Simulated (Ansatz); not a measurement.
# ClH7W: the cost of one run

Method: RKS B3LYP-D4/def2-SVP, in Ansatz 0.2.0.

### Step 1. The starting structure

Bond lengths: W1–H2 2.070 Å, W1–H3 1.720 Å, W1–H4 1.720 Å, W1–H5 1.720 Å, W1–H6 1.720 Å, W1–H7 1.720 Å, W1–Cl8 2.690 Å. Angles (14 of 21 angles, heavy atoms first): H2–W1–Cl8 71.6°, H3–W1–Cl8 48.9°, H4–W1–Cl8 46.8°, H5–W1–Cl8 131.1°, H6–W1–Cl8 133.2°, H7–W1–Cl8 108.4°, H2–W1–H3 90.0°, H2–W1–H4 90.0°, H2–W1–H5 90.0°, H2–W1–H6 90.0°, H2–W1–H7 180.0°, H3–W1–H4 90.0°, H3–W1–H5 180.0°, H3–W1–H6 90.0°.

As a file:

```xyz
9

W     0.0000    0.0000    0.0000
H     0.0000    0.0000    2.0700
H     1.7200    0.0000    0.0000
H     0.0000    1.7200    0.0000
H    -1.7200    0.0000    0.0000
H     0.0000   -1.7200    0.0000
H     0.0000    0.0000   -1.7200
Cl    1.7678    1.8416    0.8482
H     0.7133    0.7430    2.0759
```

### Step 2. Pulling towards end A

Springs on the bonds that form and break draw the guess towards this end; the thresholds are loose.

File input.yaml:

```yaml
crystal:
  periodic: [false, false, false]
  atoms:
    - { symbol: W, position_ang: [0.0, 0.0, 0.0] }
    - { symbol: H, position_ang: [0.0, 0.0, 2.07] }
    - { symbol: H, position_ang: [1.72, 0.0, 0.0] }
    - { symbol: H, position_ang: [0.0, 1.72, 0.0] }
    - { symbol: H, position_ang: [-1.72, 0.0, 0.0] }
    - { symbol: H, position_ang: [0.0, -1.72, 0.0] }
    - { symbol: H, position_ang: [0.0, 0.0, -1.72] }
    - { symbol: Cl, position_ang: [1.7678, 1.8416, 0.8482] }
    - { symbol: H, position_ang: [0.7133, 0.743, 2.0759] }
basis:
  gaussian: { orbitals: def2-SVP }
hamiltonian:
  xc: b3lyp
  dispersion: d4
relax:
  f_tol: 0.15
  max_steps: 25
  restrain:
    - { distance: [0, 7], at: 3.59, k: 30.0 }
    - { distance: [8, 1], at: 1.86, k: 30.0 }
    - { distance: [0, 1], at: 1.72, k: 30.0 }
    - { distance: [8, 7], at: 1.37, k: 30.0 }
output:
  orbitals: {}
```

Command:

```console
$ ansatz run input.yaml --threads 1 --pin off --max-ram 2048MiB --backend cpu --events-out ev --progress --plain --runs-dir out
```

**Question.** How long does this run take on 1 thread of Intel Xeon Platinum 8259CL at 2.50GHz (Skylake/Cascade Lake), shared host, and how much memory does it need?

About 96 s, with a peak of 0.2 GiB.
